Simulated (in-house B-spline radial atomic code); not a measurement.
# Nd¹⁰⁺: density, ELF and screening along the radius

Aim: the shell structure of Nd¹⁰⁺ in the radial density, the electron localisation function and the screened nuclear charge, under several settings.

Program: in-house B-spline radial atomic code version 1. Level of theory: several methods, spin-polarised, as named in each step; spherical all-electron atom at the radial basis limit. These are calculated values, not measurements, unless marked.

### Step 1. The atom as given

```
element       : neodymium (Z = 60)
charge        : +10
electrons     : 50
configuration : [Kr] 4d10 4f2 5s2
nucleus       : point (non-relativistic runs) or finite (X2C runs)
```

Outer shells as boxes (Hund's rule):

[Kr] 4d10 4f2 5s2
```
[Kr] core
4d [↑↓][↑↓][↑↓][↑↓][↑↓]
4f [↑ ][↑ ][  ][  ][  ][  ][  ]
5s [↑↓]
```

Where spins are not typed, each open shell is filled with up spins first.

### Step 2. PBE, X2C, [Kr] 4d10 4f2 5s2

The run's settings:

```ini
Z = 60
electrons = 50.0
configuration = [Kr] 4d10 4f2 5s2
hamiltonian = x2c
method = pbe,pbe
spin_polarised = True
nucleus = fermi
rms_radius = 4.9123
mass_number = 142
atomic_mass = 141.907728824
speed_of_light = 137.035999084
```

Launch:

```sh
$ python run_scf.py task.json out
```

The settings of every run stand in task.json; they run in order.

### Step 3. Hartree-Fock, X2C, [Kr] 4d10 4f2 5s2

The settings differ from step 2 so:

```diff
@@ -4,3 +4,3 @@
 hamiltonian = x2c
-method = pbe,pbe
+method = hf
 spin_polarised = True
```

### Step 4. PW91, X2C, [Kr] 4d10 4f2 5s2

The settings differ from step 3 so:

```diff
@@ -4,3 +4,3 @@
 hamiltonian = x2c
-method = hf
+method = pw91,pw91
 spin_polarised = True
```

### Step 5. BLYP, X2C, [Kr] 4d10 4f2 5s2

The settings differ from step 4 so:

```diff
@@ -4,3 +4,3 @@
 hamiltonian = x2c
-method = pw91,pw91
+method = b88,lyp
 spin_polarised = True
```

### Step 6. PBE, X2C, [Kr] 4d9 4f2 5s2 5d1

The run's settings:

```ini
Z = 60
electrons = 50.0
configuration = [Kr] 4d9 4f2 5s2 5d1
hamiltonian = x2c
method = pbe,pbe
spin_polarised = True
nucleus = fermi
rms_radius = 4.9123
mass_number = 142
atomic_mass = 141.907728824
speed_of_light = 137.035999084
```

How large is the system in each run, where do the shell borders lie, and what is the highest level?

The runs gave:

| run | total energy (hartree) | highest level (eV) | radius holding 50 / 90 / 99 % (bohr) | radius at n = 0.001 (bohr) | ELF minima on the full grid (bohr) |
| --- | --- | --- | --- | --- | --- |
| PBE, X2C, [Kr] 4d10 4f2 5s2 | -9596.7416 | -153.39 | 0.310 / 0.909 / 1.60 | 2.43 | 0.035, 0.14, 0.40, 1.3 |
| Hartree-Fock, X2C, [Kr] 4d10 4f2 5s2 | -9593.9394 | -165.61 | 0.309 / 0.908 / 1.61 | 2.44 | 0.035, 0.14, 0.40, 1.4 |
| PW91, X2C, [Kr] 4d10 4f2 5s2 | -9597.8930 | -153.53 | 0.310 / 0.909 / 1.60 | 2.43 | 0.035, 0.14, 0.40, 1.3 |
| BLYP, X2C, [Kr] 4d10 4f2 5s2 | -9597.5504 | -153.20 | 0.310 / 0.909 / 1.61 | 2.43 | 0.035, 0.14, 0.40, 1.3 |
| PBE, X2C, [Kr] 4d9 4f2 5s2 5d1 | -9590.9360 | -121.39 | 0.310 / 0.944 / 1.81 | 2.70 | 0.031, 0.13, 0.37, 1.3 |

What this shows: In the first run ELF has 4 minima on the grid, which mark the borders between shells. On the record's full grid the screened charge (r times the electrostatic potential) falls from 59.9 near the nucleus to 10.00 at 4.5 bohr; far out it tends to the net charge, 10. The radius that holds 99 % of the electrons runs from 1.60 bohr (PW91, X2C, [Kr] 4d10 4f2 5s2) to 1.81 bohr (PBE, X2C, [Kr] 4d9 4f2 5s2 5d1). The grid is coarse (about 22 % a step), so the places of minima are rough. For X2C runs ELF uses the non-relativistic kinetic energy density, and the fields carry no picture-change correction.
